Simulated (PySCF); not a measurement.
# ZrO₂: structure of the singlet

Aim: relax ZrO₂ as a singlet from a linear start, check by its vibrations whether the end is a minimum, and collect its spectrum and constants.

Method: B3LYP, basis Zr def2-TZVP with ECP28, O def2-TZVP, scalar-relativistic core potentials, no spin–orbit coupling, density fitting; program: PySCF 2.14.0.

### 1 The starting structure

3 atoms, charge 0, spin multiplicity 1.

Bond lengths: Zr1–O2 1.840 Å, Zr1–O3 1.840 Å. Angles: O2–Zr1–O3 180.0°.

Z-matrix (Å, degrees; charge 0 multiplicity 1):
```
Zr
O  1 1.8400
O  1 1.8400 2 180.00
```

### 2 Finding the electronic state

One driver script runs all steps and calls PySCF; scf.py shows how it sets up the SCF of each step. The optimiser is the driver's own. After this first run the driver tries any further starts and a stability analysis.

File scf.py:

```python
from pyscf import gto, scf, dft
mol = gto.M(atom='''
Zr     0.000000     0.000000     0.000000
O      0.000000     0.000000     1.840000
O      0.000000     0.000000    -1.840000''',
    basis={'Zr': 'def2-TZVP', 'O': 'def2-TZVP'},
    ecp={'Zr': 'def2-TZVP'},
    charge=0, spin=0)
mf = dft.RKS(mol, xc='B3LYP')
mf.grids.atom_grid = (50, 194)
aux = {'Zr': 'def2-universal-JKFIT', 'O': 'def2-universal-JKFIT'}
mf = mf.density_fit(auxbasis=aux)
mf.conv_tol = 1e-08
mf.diis_space = 10
mf.max_cycle = 60
mf.init_guess = 'minao'
mf.verbose = 4
mf.kernel()
```

Started as:

```
$ OMP_NUM_THREADS=2 python axn.py task.json out
```

The log of the run:

```text
init E= -192.048668156548
  HOMO = -0.608802392465577  LUMO = -0.458356316309763  gap/eV = 4.09385
cycle= 1 E= -197.165356261359  delta_E= -5.12  |g|= 1.36  |ddm|= 4.64
  HOMO = -0.0705977257785026  LUMO = -0.0681262621683411  gap/eV = 0.06725
cycle= 2 E= -190.055716811555  delta_E= 7.11  |g|= 4.46  |ddm|= 3.51
  HOMO = -0.172685779175392  LUMO = -0.0677145703014226  gap/eV = 2.85641
cycle= 3 E= -197.346010500478  delta_E= -7.29  |g|= 0.824  |ddm|= 3.43
  HOMO = -0.244637980776034  LUMO = -0.150884918430566  gap/eV = 2.55115
cycle= 4 E= -197.529076145548  delta_E= -0.183  |g|= 0.265  |ddm|= 0.722
  HOMO = -0.216113154768134  LUMO = -0.14452519894138  gap/eV = 1.94801
cycle= 5 E= -197.544978707533  delta_E= -0.0159  |g|= 0.0313  |ddm|= 0.187
  HOMO = -0.216417154284954  LUMO = -0.144952394463702  gap/eV = 1.94466
cycle= 6 E= -197.545136102057  delta_E= -0.000157  |g|= 0.00568  |ddm|= 0.0243
  HOMO = -0.21716228956377  LUMO = -0.145028743700389  gap/eV = 1.96285
cycle= 7 E= -197.545142496621  delta_E= -6.39e-06  |g|= 0.000852  |ddm|= 0.00345
  HOMO = -0.217104112618166  LUMO = -0.144975850533496  gap/eV = 1.96271
cycle= 8 E= -197.545142621484  delta_E= -1.25e-07  |g|= 0.000465  |ddm|= 0.000536
  HOMO = -0.217147822131544  LUMO = -0.144977252060371  gap/eV = 1.96386
cycle= 9 E= -197.545142664787  delta_E= -4.33e-08  |g|= 3.74e-05  |ddm|= 0.00022
  HOMO = -0.217148985967501  LUMO = -0.1449739832187  gap/eV = 1.96398
cycle= 10 E= -197.545142665113  delta_E= -3.25e-10  |g|= 3.77e-06  |ddm|= 2.53e-05
  HOMO = -0.217148645837298  LUMO = -0.14497461655426  gap/eV = 1.96396
Extra cycle  E= -197.545142665092  delta_E= 2.1e-11  |g|= 1.09e-05  |ddm|= 7.62e-06
converged SCF energy = -197.545142665092
```

This step, with its further starts and checks, ran for 7.6 s (2 threads of Arm Neoverse V1, shared host).

Energies from each starting density:

```csv
start,energy (Eh)
the minimal-basis guess,-197.545143
a thermally smeared density,-197.545143
a smeared PBE density,-197.545143
```

The test of internal stability and the other starts found no lower closed-shell solution.

### 3 Linear start, singlet: relaxation

The program finds D∞h symmetry in the start, which this walk keeps. The walk stops when the largest gradient is under 0.0003 Eh/bohr and the energy has settled too.

Edit scf.py of step 2 so:

```diff
@@ -16 +15,0 @@
-mf.init_guess = 'minao'
```

Steps of the walk:

```csv
step,energy (Eh),change (kJ/mol),largest symmetric gradient (Eh/bohr)
0,-197.545143,0.00,0.01542
1,-197.545612,-1.23,0.00376
2,-197.545644,-1.32,0.00016
3,-197.545644,-1.32,0.00000
```

The walk took 6.2 s.

End point (D∞h, 3 steps, 1.3 kJ/mol gained): Zr–O 1.857 Å (×2); O–Zr–O 180.0°.

### 4 Vibrations and properties at this point

The point is checked on the finer grid, and tightened if its gradient asks for it. The Hessian and the dipole derivatives come from central differences of analytic gradients, with steps of 0.02 bohr.

Edit scf.py of step 3 so:

```diff
@@ -3,3 +3,3 @@
-Zr     0.000000     0.000000     0.000000
-O      0.000000     0.000000     1.840000
-O      0.000000     0.000000    -1.840000''',
+Zr     0.000000    -0.000000     0.000000
+O      0.000000     0.000000     1.857598
+O     -0.000000    -0.000000    -1.857598''',
@@ -10 +10 @@
-mf.grids.atom_grid = (50, 194)
+mf.grids.atom_grid = (75, 302)
@@ -13 +13 @@
-mf.conv_tol = 1e-08
+mf.conv_tol = 1e-10
```

This SCF starts from the last density.

Log of the central SCF (cycles and frontier levels):

```text
init E= -197.545580119984
  HOMO = -0.220360199941375  LUMO = -0.147086772822957  gap/eV = 1.99387
cycle= 1 E= -197.545580119878  delta_E= 1.06e-10  |g|= 2.37e-05  |ddm|= 1.62e-05
  HOMO = -0.220360325445281  LUMO = -0.147086755142177  gap/eV = 1.99388
cycle= 2 E= -197.545580118246  delta_E= 1.63e-09  |g|= 9.29e-05  |ddm|= 6.36e-05
  HOMO = -0.220360254851425  LUMO = -0.147086769714032  gap/eV = 1.99387
cycle= 3 E= -197.545580119992  delta_E= -1.75e-09  |g|= 2.58e-07  |ddm|= 5.07e-05
  HOMO = -0.220360236496653  LUMO = -0.147086772107401  gap/eV = 1.99387
cycle= 4 E= -197.545580119992  delta_E= 5.68e-14  |g|= 2.66e-08  |ddm|= 1.28e-07
  HOMO = -0.220360238916737  LUMO = -0.147086767885855  gap/eV = 1.99387
Extra cycle  E= -197.545580119992  delta_E= -5.68e-14  |g|= 7.44e-08  |ddm|= 5.63e-08
converged SCF energy = -197.545580119992
```

The whole step took 17 s.

Geometry: D∞h; Zr–O 1.858 Å (×2); O–Zr–O 180.0°.

Harmonic modes (main isotopes):

| symmetry | ω (cm⁻¹) | IR (km/mol) | μ (u) | type |
| --- | --- | --- | --- | --- |
| πu | 345i | 525 | 20.40 | bend |
| σu+ | 713 | 1034 | 20.40 | stretch |
| σg+ | 859 | 0.0 | 15.99 | stretch |

With 2 modes imaginary (up to 345i cm⁻¹) this point is a saddle.

Properties at this point:

```yaml
Dipole_moment: 0.00 D
Highest_occupied_level: -6.00 eV
Lowest_empty_level: -4.00 eV
Rotational_constants: 0.1527 cm⁻¹
Zero-point_energy_real_modes: 9.4 kJ/mol
Principal_polarisabilities: 40.1, 40.1, 70.1 bohr³
Atomisation_energy_without_zero-point_energy: 1140 kJ/mol
Principal_traceless_quadrupole_moments_about_the_centre_of_mass: -31.18, 15.59, 15.59 D Å
```

Populations by atom (charges in e):

```tsv
atom	Mulliken	Löwdin	polar tensor	Mayer order to Zr1
Zr1	1.41	0.96	3.35	–
O2,3	-0.71	-0.48	-1.67	1.86
```

Outer orbital energies (eV). occupied: -23.41, -21.66, -9.07, -8.72, -8.72, -7.15, -7.15, -6.00; empty: -4.00, -3.85, -3.85, -0.55.

Mulliken populations on Zr1 (outside its core potential): s 2.05, p 6.42, d 1.98, f 0.14.

### 5 Leaving the saddle point

The start is the last point, displaced along its most imaginary mode.

The program finds C2v symmetry in the start, which this walk keeps.

Edit scf.py of step 4 so:

```diff
@@ -3,3 +3,3 @@
-Zr     0.000000    -0.000000     0.000000
-O      0.000000     0.000000     1.857598
-O     -0.000000    -0.000000    -1.857598''',
+Zr    -0.042698     0.000000     0.000000
+O      0.120000    -0.000000     1.857598
+O      0.120000    -0.000000    -1.857598''',
@@ -10 +10 @@
-mf.grids.atom_grid = (75, 302)
+mf.grids.atom_grid = (50, 194)
@@ -13 +13 @@
-mf.conv_tol = 1e-10
+mf.conv_tol = 1e-08
```

The optimiser's trace:

```csv
step,energy (Eh),change (kJ/mol),largest symmetric gradient (Eh/bohr)
0,-197.550197,0.00,0.02743
1,-197.562762,-32.99,0.04345
2,-197.584045,-88.87,0.04417
3,-197.598739,-127.45,0.07823
4,-197.614758,-169.51,0.04739
5,-197.626346,-199.93,0.02780
6,-197.628510,-205.61,0.00408
7,-197.628539,-205.69,0.00003
```

The walk took 14 s.

Geometry (Å) and forces (eV/Å) at some steps:

```
step 0
Zr  -0.043   0.000   0.000  -1.411   0.000   0.000
O    0.120   0.000   1.858   0.705   0.000  -0.517
O    0.120   0.000  -1.858   0.705   0.000   0.517
step 1
Zr  -0.150   0.000   0.000  -2.235   0.000   0.000
O    0.174   0.000   1.829   1.117   0.000  -0.795
O    0.174   0.000  -1.829   1.117   0.000   0.795
step 4
Zr  -0.522   0.000   0.000   1.142   0.000   0.000
O    0.360   0.000   1.629  -0.571   0.000  -2.437
O    0.360   0.000  -1.629  -0.571   0.000   2.437
step 7
Zr  -0.629   0.000   0.000  -0.001   0.000   0.000
O    0.413   0.000   1.438   0.001   0.000  -0.001
O    0.413   0.000  -1.438   0.001   0.000   0.001
```

End point (C2v, 7 steps, 205.7 kJ/mol gained): Zr–O 1.776 Å (×2); O–Zr–O 108.2°.

### 6 Frequencies

The same treatment as at the point before.

Edit scf.py of step 5 so:

```diff
@@ -3,3 +3,3 @@
-Zr    -0.042698     0.000000     0.000000
-O      0.120000    -0.000000     1.857598
-O      0.120000    -0.000000    -1.857598''',
+Zr    -0.272595     0.000000    -0.000000
+O      0.767946    -0.000000     1.439482
+O      0.767946    -0.000000    -1.439482''',
@@ -10 +10 @@
-mf.grids.atom_grid = (50, 194)
+mf.grids.atom_grid = (75, 302)
@@ -13 +13 @@
-mf.conv_tol = 1e-08
+mf.conv_tol = 1e-10
```

Log of the central SCF (cycles and frontier levels):

```text
init E= -197.628665311452
  HOMO = -0.241127489662755  LUMO = -0.122692924892966  gap/eV = 3.22277
cycle= 1 E= -197.628665311424  delta_E= 2.8e-11  |g|= 1.24e-05  |ddm|= 7.42e-06
  HOMO = -0.241127172241825  LUMO = -0.122692972470102  gap/eV = 3.22276
cycle= 2 E= -197.6286653111  delta_E= 3.24e-10  |g|= 4.24e-05  |ddm|= 2.53e-05
  HOMO = -0.241127373048091  LUMO = -0.122692911540877  gap/eV = 3.22277
cycle= 3 E= -197.628665311453  delta_E= -3.53e-10  |g|= 2.11e-07  |ddm|= 1.96e-05
  HOMO = -0.24112738527203  LUMO = -0.122692926670229  gap/eV = 3.22277
cycle= 4 E= -197.628665311453  delta_E= 1.71e-13  |g|= 1.34e-07  |ddm|= 1.94e-07
  HOMO = -0.24112741669623  LUMO = -0.122692915333332  gap/eV = 3.22277
Extra cycle  E= -197.628665311453  delta_E= -3.98e-13  |g|= 4.76e-07  |ddm|= 2.76e-07
converged SCF energy = -197.628665311453
```

The whole step ran for 24 s (2 threads of Arm Neoverse V1, shared host).

Geometry: C2v; Zr–O 1.776 Å (×2); O–Zr–O 108.3°.

Harmonic modes (main isotopes):

| symmetry | ω (cm⁻¹) | IR (km/mol) | μ (u) | type |
| --- | --- | --- | --- | --- |
| a1 | 306 | 10.0 | 18.00 | bend |
| b2 | 866 | 342 | 18.95 | stretch |
| a1 | 936 | 49.3 | 17.86 | stretch |

All wavenumbers are real: a minimum.

Properties at this point:

```yaml
Dipole_moment: 7.89 D
Highest_occupied_level: -6.56 eV
Lowest_empty_level: -3.34 eV
Rotational_constants: 0.6599, 0.2543, 0.1836 cm⁻¹
Zero-point_energy: 12.6 kJ/mol
Principal_polarisabilities: 23.2, 36.3, 53.9 bohr³
Atomisation_energy_without_zero-point_energy: 1358 kJ/mol
Principal_traceless_quadrupole_moments_about_the_centre_of_mass: -15.21, 4.21, 11.01 D Å
Entropy_at_298.15_K_and_1_bar: 268.2 J/(mol K)
Heat_capacity_Cp_at_298.15_K: 44.4 J/(mol K)
Enthalpy_at_298.15_K_above_0_K: 11.28 kJ/mol
Rotational_symmetry_number: 2
```

Populations by atom (charges in e):

```tsv
atom	Mulliken	Löwdin	polar tensor	Mayer order to Zr1
Zr1	1.25	0.74	1.86	–
O2,3	-0.63	-0.37	-0.93	2.04
```

Mulliken populations on Zr1 (outside its core potential): s 2.08, p 6.14, d 2.43, f 0.10.

### 7 Would spin polarisation lower it?

At the lowest minimum the closed shell is tested against spin polarisation, on the (50, 194) grid. It is stable.

### 8 All stationary points

| spin | group | bonds | imaginary modes (cm⁻¹) | ΔE (kJ/mol) | with zero-point energy |
| --- | --- | --- | --- | --- | --- |
| singlet | C2v | Zr–O 1.776 Å (×2) | none | 0.0 | 0.0 |
| singlet | D∞h | Zr–O 1.858 Å (×2) | 345i, 345i | 218.1 | – |

### 9 Outcome

```
                                 quantity                             value
                                  minimum                      singlet, C2v
                                 geometry  Zr–O 1.776 Å (×2); O–Zr–O 108.3°
                       wavenumbers (cm⁻¹)      306 (a1), 866 (b2), 936 (a1)
                            dipole moment                            7.89 D
     highest occupied, lowest empty level                   -6.56, -3.34 eV
               polar-tensor charge of Zr1                           +1.86 e
                        zero-point energy                       12.6 kJ/mol
                      entropy at 298.15 K                   268.2 J/(mol K)
atomisation energy (no zero-point energy)                       1358 kJ/mol
```

In words: From D∞h at the start the molecule goes to a C2v minimum, after a stop at a second-order saddle point 218.1 kJ/mol higher, from which it was pushed off along an imaginary mode. In the infrared the band at 866 cm⁻¹ (b2, stretch) leads. With 7.9 D the molecule is strongly polar. Other starts or spin states, not run here, may lie lower.

The search up to here took 72 s.
